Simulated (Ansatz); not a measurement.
# H4O2Sn: rigid torsion scan from a Python script

Aim: a rigid torsion scan, for H4O2Sn, run from a script.

Computed with the Python package of Ansatz 0.2.0. The levels of theory stand in the script.

### Step 1. Starting point

Bond lengths: O1–Sn2 1.965 Å, Sn2–O3 1.952 Å, O1–H4 1.011 Å, Sn2–H5 1.760 Å, Sn2–H6 1.756 Å, O3–H7 0.996 Å. Angles: O1–Sn2–O3 107.1°, O1–Sn2–H5 110.0°, O1–Sn2–H6 110.9°, O3–Sn2–H5 109.4°, O3–Sn2–H6 109.9°, H5–Sn2–H6 109.5°, Sn2–O1–H4 99.7°, Sn2–O3–H7 107.7°.

The script holds or builds the structure itself.

### Step 2. Script

h4o2sn.py

```python
"""Rigid torsion scan of H4O2Sn."""

import logging
import sys

import ansatz as az
from ase import Atoms

logging.basicConfig(stream=sys.stdout, format="%(levelname)s %(message)s")
logger = logging.getLogger("ansatz_job")
logger.setLevel(logging.INFO)

config = {
    "basis": "def2-SVP",
    "functional": "pbe0",
    "fmax": 0.02,
    "method": "mp2",
}

atoms = Atoms(["O", "Sn", "O", "H", "H", "H", "H"], positions=[
    [-1.2849, -0.8812, -0.656],
    [0.0118, 0.3133, 0.2125],
    [1.5622, -0.7725, 0.6906],
    [-2.0041, -0.2112, -0.8908],
    [0.5058, 1.5799, -0.9048],
    [-0.677, 1.0411, 1.6551],
    [1.9474, -1.1375, -0.1523],
])

# start the scan from a relaxed geometry
first = (
    az.Crystal.molecule_from_ase(atoms).calculation()
    .basis(gaussian=config["basis"])
    .functional(config["functional"])
    .relax(force_tolerance=config["fmax"], max_steps=80)
)
atoms.positions = first.run(threads=1).report["positions_ang"]

start = atoms.get_dihedral(2, 1, 0, 3)
energies = {}
for turn in range(0, 360, 30):
    turned = atoms.copy()
    turned.set_dihedral(2, 1, 0, 3, start + turn, indices=[0, 3])
    calculation = az.Crystal.molecule_from_ase(turned).calculation()
    calculation = calculation.basis(gaussian=config["basis"])
    calculation = calculation.correlation(config["method"])
    energies[round((start + turn) % 360)] = calculation.run(threads=1).report["free_energy_ev"]
floor = min(energies.values())
logger.info("dihedral O2-Sn1-O0-H3 (deg)   E - E(min) (kJ/mol)")
for angle, e in sorted(energies.items()):
    logger.info(f"{angle:8d} {96.485332 * (e - floor):14.3f}  " + "#" * int(30 * (e - floor) / max(max(energies.values()) - floor, 1e-9)))
```

### Step 3. The input behind the calls

The engine receives this input (first run):

```yaml
crystal:
  periodic: [false, false, false]
  atoms:
    - { symbol: O, position_ang: [-1.2849, -0.8812, -0.656] }
    - { symbol: Sn, position_ang: [0.0118, 0.3133, 0.2125] }
    - { symbol: O, position_ang: [1.5622, -0.7725, 0.6906] }
    - { symbol: H, position_ang: [-2.0041, -0.2112, -0.8908] }
    - { symbol: H, position_ang: [0.5058, 1.5799, -0.9048] }
    - { symbol: H, position_ang: [-0.677, 1.0411, 1.6551] }
    - { symbol: H, position_ang: [1.9474, -1.1375, -0.1523] }
basis:
  gaussian:
    orbitals: def2-SVP
hamiltonian:
  xc: pbe0
relax:
  f_tol: 0.02
  max_steps: 80
```

### Step 4. The run

On the command line:

```
$ python h4o2sn.py
```

**Question.** What results will this script give? Wanted: range of energy; lowest point, turn.

As calculated:

```
              quantity     value
         runs compared        12
       range of energy  0.115 eV
lowest point, turn (°)         0
```

**Reading.** The lowest point lies at a turn of 0°, the highest 0.115 eV (11.1 kJ/mol) above it at 240°. The rest of the molecule is held rigid, so the true barrier is lower. Run 0: After 21 moves the largest shift is 0.856 Å, of atom 4 (H). So large a move can change the bonding: the results belong to the relaxed structure. What to keep in mind:
- The scan is rigid, so its barriers lie above those of a relaxed path; they are electronic energies in a modest basis. With rigid groups the curve can differ much from the relaxed barrier, and equivalent turns needn't return to the same energy.
- def2 sets replace the cores of elements past krypton by effective core potentials.
- The start is relaxed with a density functional and scanned with the wavefunction method, so it isn't exactly that method's minimum.
